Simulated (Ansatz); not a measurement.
Run this with the Python package of Ansatz (0.2.0) and show what comes out.

The script, `md.py`:
```python
"""Molecular dynamics of one FH3SeSi molecule."""

import ansatz as az
import numpy as np

BASIS_SET = "def2-SVP"
XC = "blyp"
N_STEPS = 30
TEMPERATURE_K = 800

geometry_ang = [
    ("F", [-1.9404, 0.5205, -0.4063]),
    ("Si", [-0.4057, -0.0073, -0.3909]),
    ("Se", [0.4865, 0.4133, 1.6402]),
    ("H", [-0.322, -1.4421, -0.6474]),
    ("H", [0.3852, 0.6714, -1.4466]),
    ("H", [1.8385, -0.2198, 1.2048]),
]
molecule = az.Crystal.molecule()
for symbol, xyz in geometry_ang:
    molecule = molecule.atom(symbol, xyz)

model = (
    molecule.calculation()
    .basis(gaussian=BASIS_SET)
    .functional(XC)
)
symbols = [site.symbol for site in molecule.cartesian_sites]
start = np.array([site.position_ang for site in molecule.cartesian_sites], dtype=float)
report = model.relax(force_tolerance=0.02).run(threads=1).report
end = np.array(report["positions_ang"])
minimum = az.Crystal.molecule()
for symbol, place in zip(symbols, end):
    minimum = minimum.atom(symbol, place.tolist())

# dynamics from the relaxed geometry
model = (
    minimum.calculation()
    .basis(gaussian=BASIS_SET)
    .functional(XC)
    .md("nvt_langevin", timestep=0.25, steps=N_STEPS, temperature=TEMPERATURE_K, initial_velocities="maxwell_boltzmann", seed=12, friction=0.01)
)
frames = []
outcome = model.session().plan().execute(on_event=lambda e: frames.append(e["data"]) if e["event"] == "md_step" else None)
print("t (fs)   E_pot (eV)      E_kin (eV)   T (K)   d(0-1) (A)")
for f in frames[::2]:
    xyz = np.array(f["positions_ang"])
    print(f"{f['time_fs']:6.2f} {f['lagrangian_ev']:14.5f} {f['e_kin_ev']:10.5f} {f['temperature_k']:8.1f} {np.linalg.norm(xyz[0] - xyz[1]):9.4f}")
print("mean temperature", round(float(np.mean([f["temperature_k"] for f in frames])), 1), "K")
symbols = [site.symbol for site in molecule.cartesian_sites]
with open("last_frame.xyz", "w") as handle:
    handle.write(f"{len(symbols)}\nt = {frames[-1]['time_fs']} fs\n")
    handle.writelines("{:2s} {:10.5f} {:10.5f} {:10.5f}\n".format(s, *xyz) for s, xyz in zip(symbols, frames[-1]["positions_ang"]))
```

`python md.py` gives:
```text
t (fs)   E_pot (eV)      E_kin (eV)   T (K)   d(0-1) (A)
  0.00   -75982.83568    0.51704    666.7    1.6423
  0.50   -75982.83105    0.45375    585.1    1.6471
  1.00   -75982.81731    0.42935    553.6    1.6517
  1.50   -75982.79641    0.42984    554.2    1.6565
  2.00   -75982.77258    0.34910    450.1    1.6607
  2.50   -75982.74983    0.32438    418.3    1.6647
  3.00   -75982.72867    0.31544    406.7    1.6686
  3.50   -75982.70887    0.30286    390.5    1.6728
  4.00   -75982.69224    0.29147    375.8    1.6775
  4.50   -75982.68352    0.26803    345.6    1.6815
  5.00   -75982.68225    0.25189    324.8    1.6851
  5.50   -75982.68583    0.25718    331.6    1.6885
  6.00   -75982.69222    0.28137    362.8    1.6911
  6.50   -75982.69833    0.32376    417.5    1.6928
  7.00   -75982.69784    0.34984    451.1    1.6942
  7.50   -75982.68991    0.35371    456.1    1.6953
mean temperature 437.9 K
```

`last_frame.xyz`, as written:
```text
6
t = 7.5 fs
F    -1.85778    0.11373   -0.08742
Si   -0.22566    0.05705   -0.54236
Se    1.18225    0.71434    1.15463
H     0.02372   -1.45734   -0.60891
H    -0.01765    0.85547   -1.79451
H     0.90625   -0.54258    1.95400
```

Total energies depend on the basis set; only differences at equal settings carry meaning. The trajectory is only some femtoseconds long, so its temperature is not equilibrated; where the script doesn't relax first, it starts from a rough generated geometry. The printed temperature counts all 3N degrees of freedom under Langevin dynamics, so the first row lies under the target. Run time: 110 s on 1 thread of Arm Neoverse V2, on a shared host, peak memory 0.21 GiB.
